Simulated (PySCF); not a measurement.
# SiBrClF (SMILES F[Si](Cl)Br): levels of theory compared

Aim: a comparison of 5 runs (UHF/3-21G, UHF/def2-SVP, UB3LYP/6-31G*, UBLYP/def2-SVP) of SiBrClF. 

The calculation is run with PySCF 2.14.0.

## 1. Starting point

The species is SiBrClF (4 atoms), meant as a doublet with charge 0. SMILES: `F[Si](Cl)Br`. The shape is that of a PBE0-D4/def2-TZVP optimisation.

Bond lengths: F1–Si2 1.590 Å, Si2–Cl3 2.040 Å, Si2–Br4 2.209 Å. Angles: F1–Si2–Cl3 107.6°, F1–Si2–Br4 108.2°, Cl3–Si2–Br4 111.0°.

## 2. Energy and gradient at UHF/3-21G (run 1)

calc.py

```python
# F[Si](Cl)Br
from pyscf import gto, scf

mol = gto.Mole()
mol.atom = '''
F   -0.532200   0.674200  -1.342900
Si  -0.280900  -0.390800  -0.189900
Cl  -1.027100   0.388000   1.541900
Br   1.895700  -0.731700  -0.029400
'''
mol.spin = 1
mol.max_memory = 1860
mol.verbose = 4
mol.basis = '3-21g'
mol.build()

mf = scf.UHF(mol)
mf.conv_tol = 1e-10
mf.kernel()
if not mf.converged:
    mf = mf.newton().run(mf.mo_coeff, mf.mo_occ)

e_final = mf.e_tot
print('E(%s) = %.9f' % ('HF', e_final))
grad = mf.nuc_grad_method().kernel()
mf.analyze()
```

Run with:

```console
$ OMP_NUM_THREADS=1 python calc.py
```

Output:

```text
PySCF version 2.14.0

[... 105 lines left out ...]
Total Energy =                       -3403.735969289040440
[... 2 lines left out ...]
Two-electron Energy =                 1726.118370811431532
[... 5 lines left out ...]
MO #1   energy= -486.802892307296  | -486.80208680473   occ= 1 | 1
[... 3 lines left out ...]
MO #57  energy= 3.72945445281394   | 3.73648087585183   occ= 0 | 0
[... 79 lines left out ...]
Dipole moment(X, Y, Z, Debye): -0.53181, -1.85237, -0.83166
```

Wall time 3.3 s (1 thread of Arm Neoverse N1, shared host); peak memory 0.13 GiB.

## 3. Energy and forces at UHF/def2-SVP (run 2)

run.py

```python
import pyscf.grad
from pyscf import gto

mol = gto.Mole()
mol.atom = [
    ('F', (-0.532200, 0.674200, -1.342900)),
    ('Si', (-0.280900, -0.390800, -0.189900)),
    ('Cl', (-1.027100, 0.388000, 1.541900)),
    ('Br', (1.895700, -0.731700, -0.029400)),
]
mol.basis = 'def2-svp'
mol.spin = 1
mol.verbose = 3
mol.max_memory = 1860
mol.build()

mf = mol.UHF()
mf.conv_tol = 1e-10
mf.kernel()
if not mf.converged:
    mf = mf.newton().run(mf.mo_coeff, mf.mo_occ)

e_final = mf.e_tot
print('E(%s) = %.9f' % ('HF', e_final))
grad = mf.Gradients().kernel()
dip = mf.dip_moment()
pop, q = mf.mulliken_pop()
```

Run with:

```console
$ OMP_NUM_THREADS=1 python run.py
```

Output:

```text
converged SCF energy = -3419.77183853683  <S^2> = 0.75498077  2S+1 = 2.0049746
E(HF) = -3419.771838537
--------------- UHF gradients ---------------
         x                y                z
0 F     0.0010046657    -0.0050878479     0.0051706861
1 Si    -0.0005510026     0.0067336441    -0.0015693021
2 Cl     0.0019083334    -0.0019382548    -0.0037312213
3 Br    -0.0023619965     0.0002924586     0.0001298373
----------------------------------------------
Dipole moment(X, Y, Z, Debye): -0.45109, -1.24892,  0.03283
 ** Mulliken pop       alpha | beta **
pop of  0 F 1s        0.99576 | 0.99574
pop of  0 F 2s        0.56117 | 0.55619
pop of  0 F 3s        0.40734 | 0.41256
pop of  0 F 2px       0.57445 | 0.57122
pop of  0 F 2py       0.56737 | 0.53396
pop of  0 F 2pz       0.54824 | 0.54619
pop of  0 F 3px       0.37686 | 0.37988
pop of  0 F 3py       0.34796 | 0.35518
pop of  0 F 3pz       0.35034 | 0.35182
pop of  0 F 3dxy      0.00037 | 0.00034
[... 69 lines of this table left out ...]
pop of  3 Br 5dz^2     0.00661 | 0.00731
pop of  3 Br 5dxz      0.00682 | 0.00661
pop of  3 Br 5dx2-y2    0.01032 | 0.01289
In total            38.00000 | 37.00000
 ** Mulliken atomic charges   ( Nelec_alpha | Nelec_beta ) **
charge of  0F =     -0.43821  (     4.73249      4.70571 )
charge of  1Si =      1.04022  (     6.88010      6.07968 )
charge of  2Cl =     -0.29479  (     8.68479      8.61000 )
charge of  3Br =     -0.30722  (    17.70262     17.60460 )
```

Run time: 8.4 s. Hardware: 1 thread of Arm Neoverse N1, shared host; peak memory 0.16 GiB.

Runs 3 to 4 aren't shown in full; the table further down has their settings and results.

## 4. Energy and forces at UB3LYP/6-31G(d) (Cartesian functions) (run 5)

calc.py

```python
# F[Si](Cl)Br
import pyscf.grad
from pyscf import gto, dft

mol = gto.Mole()
mol.atom = '''
F     -0.532200     0.674200    -1.342900
Si    -0.280900    -0.390800    -0.189900
Cl    -1.027100     0.388000     1.541900
Br     1.895700    -0.731700    -0.029400
'''
mol.max_memory = 1860
mol.verbose = 4
mol.basis = '6-31g*'
mol.spin = 1
mol.cart = True
mol.build()

mf = dft.UKS(mol, xc='b3lyp')
mf.grids.level = 5
mf.conv_tol = 1e-10
mf.kernel()
if not mf.converged:
    mf = mf.newton().run(mf.mo_coeff, mf.mo_occ)

energy = mf.e_tot
print('E(%s) = %.9f' % ('B3LYP', energy))
grad = mf.Gradients().kernel()
dip = mf.dip_moment()
pop, q = mf.mulliken_pop()
```

Run with:

```console
$ OMP_NUM_THREADS=1 python calc.py
```

Output:

```text
PySCF version 2.14.0

[... 54 lines left out ...]
WARN: HOMO -0.189268241017757 >= LUMO -0.189268241017743
[... 50 lines left out ...]
converged SCF energy = -3423.51764941665  <S^2> = 0.7517589  2S+1 = 2.0017581
[... 12 lines left out ...]
Dipole moment(X, Y, Z, Debye): -0.30518, -0.84102, -0.18461
[... 10 lines left out ...]
charge of  3Br =     -0.18467  (    17.65146     17.53321 )
```

It took 69 s on 1 thread of Arm Neoverse N1, shared host; peak memory 0.88 GiB.

## 5. All runs side by side

```csv
run,level,integration grid,Cartesian functions,energy (Eh),dipole moment (D),HOMO energy (eV),LUMO energy (eV),wall time
1,UHF/3-21G,–,no,-3403.735969,2.10,-10.40,-0.56,3.3 s
2,UHF/def2-SVP,–,no,-3419.771839,1.33,-10.27,0.38,8.4 s
3,UB3LYP/6-31G* (spherical functions),5,no,-3423.502883,0.92,-6.91,-3.96,64 s
4,UBLYP/def2-SVP,5,no,-3423.177390,0.69,-5.53,-4.20,47 s
5,UB3LYP/6-31G* (Cartesian functions),5,yes,-3423.517649,0.91,-6.91,-3.96,69 s
```

## 6. Summary of results

| quantity | value |
| --- | --- |
| run 5: total energy | -3423.51765 Eh |
| run 5: dipole moment | 0.91 D |
| run 5: HOMO energy (highest over α and β) | -6.91 eV |
| run 5: LUMO energy (lowest over α and β) | -3.96 eV |
| run 5: ⟨S²⟩ | 0.752 |
| run 5: largest force on an atom | 0.702 eV/Å |

In words: The dipole moment (its size) runs from 0.69 D (UBLYP/def2-SVP) to 2.10 D (UHF/3-21G). The two ends differ in method and basis. Totals of different functionals can't be ranked against each other. All runs together took 3.2 min, the longest 69 s.
